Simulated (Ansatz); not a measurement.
Crystal: NaLaMnMoO6.

```
CELL_PARAMETERS angstrom
4.97775 -2.88146 0.02055
4.97775 2.88146 0.02055
-3.06086 0.00000 4.59785
ATOMIC_POSITIONS crystal
Na 0.99482 0.99482 0.49994
La 0.75307 0.75307 0.78825
Mn 0.25016 0.25016 0.19811
Mo 0.49867 0.49867 0.99722
O 0.30338 0.30338 0.61396
O 0.32902 0.82850 0.87649
O 0.19558 0.63630 0.15354
O 0.63630 0.19558 0.15354
O 0.82850 0.32902 0.87649
O 0.71050 0.71050 0.34246
```

The cell was built by a generator and needn't be a form met in nature.

| Quantity | Value |
| --- | --- |
| Program | Ansatz 0.2.0 |
| Task | relaxation of cell and atoms |
| Functional | PBE |
| Dispersion | D3(BJ)-ATM |
| Potentials or basis | Ansatz PAW |
| Cutoff | 420 eV (not typed: the program's choice for these potentials) |
| k mesh | 4 × 4 × 4 |
| Occupations | fermi-dirac, width 0.05 eV |
| Spin | collinear spin, ferromagnetic start |
| Starting moments | [0.0, 0.0, 4.0, 1.0, 0.0, 0.0, 0.0, 0.0, 0.0, 0.0] μB |

At the start: volume 13.23 Å³/atom.

Problem. Where does the relaxation end?

Solution. It ends after 13 steps and the volume is 12.76 Å³/atom (-3.5 %); space group Cm (No. 8, to 0.05 Å); moment 5.00 μB per cell.

The path:
| step | energy change (eV) | largest force (eV/Å) | volume (Å³) |
| --- | --- | --- | --- |
| 1 | 0.0000 | 0.0072 | 132.26 |
| 2 | -0.0290 | 0.1174 | 129.45 |
| 3 | -0.0370 | 0.0925 | 128.78 |
| 4 | -0.0432 | 0.0659 | 128.00 |
| 5 | -0.0444 | 0.0637 | 128.00 |
| 6 | -0.0457 | 0.0786 | 127.86 |
| 7 | -0.0463 | 0.0782 | 127.88 |
| 8 | -0.0463 | 0.0338 | 127.92 |
| 9 | -0.0464 | 0.0091 | 127.92 |
| 10 | -0.0342 | 0.0093 | 127.92 |
| 11 | -0.0358 | 0.0194 | 127.51 |
| 12 | -0.0356 | 0.0057 | 127.58 |
| 13 | -0.0344 | 0.0059 | 127.58 |

Final structure:
```
CELL_PARAMETERS angstrom
4.87148 -2.86833 -0.02274
4.87148 2.86833 -0.02274
-3.03542 0.00000 4.57923
ATOMIC_POSITIONS crystal
Na 0.00468 0.00468 0.50168
La 0.75686 0.75686 0.78503
Mn 0.24982 0.24982 0.20299
Mo 0.49882 0.49882 0.99698
O 0.29260 0.29260 0.61164
O 0.32072 0.82595 0.87130
O 0.19705 0.63635 0.15941
O 0.63635 0.19705 0.15941
O 0.82595 0.32072 0.87130
O 0.71715 0.71715 0.34027
```

Caveat: the plane-wave basis is chosen anew once the cell has moved, so the energies of steps on either side of that aren't comparable; the pressure holds a Pulay correction of +0.6 GPa for the finite cutoff; a cell with one magnetic atom can't hold antiferromagnetic order, which such compounds often take.
